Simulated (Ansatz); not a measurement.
# ClGaH4: the cost of one run

All numbers below are computed with Ansatz 0.2.0 (RKS PBE-D4/def2-SVP).

### 1 The starting structure

Bond lengths: Ga1–H3 1.570 Å, Ga1–H4 1.570 Å, Ga1–Cl5 2.540 Å. Angles: H3–Ga1–H4 120.0°, H3–Ga1–Cl5 97.0°, H4–Ga1–Cl5 101.2°.

Structure file:

```xyz
6

Ga    0.0000    0.0000    0.0000
H     0.0000    0.0000    1.9200
H     1.3596    0.0000   -0.7850
H    -1.3596    0.0000   -0.7850
Cl    0.1062   -2.4081    0.8009
H     0.0434   -0.9851    1.9581
```

### 2 A restrained relaxation towards end A

Springs on the bonds that form and break draw the guess towards this end; the thresholds are loose.

The input, input.yaml:

```yaml
crystal:
  periodic: [false, false, false]
  atoms:
    - { symbol: Ga, position_ang: [0.0, 0.0, 0.0] }
    - { symbol: H, position_ang: [0.0, 0.0, 1.92] }
    - { symbol: H, position_ang: [1.3596, 0.0, -0.785] }
    - { symbol: H, position_ang: [-1.3596, 0.0, -0.785] }
    - { symbol: Cl, position_ang: [0.1062, -2.4081, 0.8009] }
    - { symbol: H, position_ang: [0.0434, -0.9851, 1.9581] }
basis:
  gaussian: { orbitals: def2-SVP }
hamiltonian:
  xc: pbe
  dispersion: d4
relax:
  f_tol: 0.15
  max_steps: 25
  restrain:
    - { distance: [0, 4], at: 3.44, k: 30.0 }
    - { distance: [5, 1], at: 1.86, k: 30.0 }
    - { distance: [0, 1], at: 1.57, k: 30.0 }
    - { distance: [5, 4], at: 1.37, k: 30.0 }
output:
  orbitals: {}
```

Run with:

```
> ansatz run input.yaml --threads 1 --pin off --max-ram 2048MiB --backend cpu --events-out ev --progress --plain --runs-dir out
```

Q: Estimate wall time and peak memory on 1 thread of Arm Neoverse V1, shared host.

About 11 s, with a peak of 0.12 GiB.
